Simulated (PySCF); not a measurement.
# KSi+: from the state search to spectroscopic constants

One job finds the state of KSi+, follows it along the bond with each method and fits the curves.

Method: K aug-pcseg-1, Si aug-pcseg-1, no relativity; program: PySCF 2.14.0.

### Step 1. Set-up

A driver script around PySCF takes these settings:

```yaml
atoms: K, Si
charge: 1
basis: K aug-pcseg-1, Si aug-pcseg-1
Hamiltonian: no relativity
basis_functions: 60
electrons_treated: 32
masses_in_u: 38.9637, 27.9769
levels: PBE0, PBE, r²SCAN, M06, TPSSh, M06-2X, HF, MP2, SCS-MP2, CCSD, CCSD(T)
grid: 80 radial by 434 angular points
occupations: held fixed by the projection of orbital angular momentum
dissociation_limit: K+ + Si, each in its ground configuration
starting_distance_in_angstrom: 3.160
values_of_2S_to_try: 0, 2
```

The run is started by

```bash
OMP_NUM_THREADS=1 python dia.py task.json out
```

After this run come: PBE0 along the bond; Other states along the same grid; PBE; r²SCAN (meta-GGA); M06 (hybrid meta-GGA); TPSSh (hybrid meta-GGA); M06-2X (hybrid meta-GGA); UHF (mean field); MP2 and coupled cluster.

**Question.** What will these runs give? Wanted: for each run, Re; ωe; De; μ.

The runs gave:

Lowest PBE0 solution found, without spin–orbit coupling: ³Π (triplet), unpaired electrons σ ↑, π ↑. State 2 has its PBE0 minimum 0.28 eV higher, as a spin-mixed determinant (⟨S²⟩ = 1.01), so this is no gap between pure states. The other levels ran on the lowest alone.

| level | Re (Å) | ωe (cm⁻¹) | De (eV) | μ (D) |
| --- | --- | --- | --- | --- |
| UHF | 3.829 | 83.4 | 0.246 | -5.77 |
| UHF-MP2 | 3.762 | 90.4 | 0.299 | n/a |
| UHF-SCS-MP2 | 3.775 | 89.5 | 0.292 | n/a |
| UHF-CCSD | 3.780 | 88.6 | 0.292 | n/a |
| UHF-CCSD(T) | 3.776 | 89.0 | 0.296 | n/a |
| PBE | 3.652 | 93.9 | 0.330 | -4.91 |
| r²SCAN | 3.682 | 92.0 | 0.300 | -5.19 |
| TPSSh | 3.673 | 92.6 | 0.303 | -5.14 |
| PBE0 | 3.650 | 94.4 | 0.310 | -5.08 |
| M06 | 3.632 | 91.6 | 0.292 | -4.97 |
| M06-2X | 3.563 | 107.0 | 0.341 | -4.88 |

De is counted to K+ + Si in their ground configurations. A positive dipole points from K to Si; in an ion it is taken about the centre of mass and does not tell which atom is negative.

In words: The methods spread over 0.266 Å in bond length, from M06-2X to UHF. CCSD(T) can't serve as the judge here: for a weak bond in this basis it is far from its limit. Of the levels with a De here, UHF gives the least (0.246 eV) and M06-2X the most (0.341 eV).

Correlated steps freeze 10 core orbitals. The bond is weak, and basis-set superposition, which was not computed, may be a sizeable part of it.
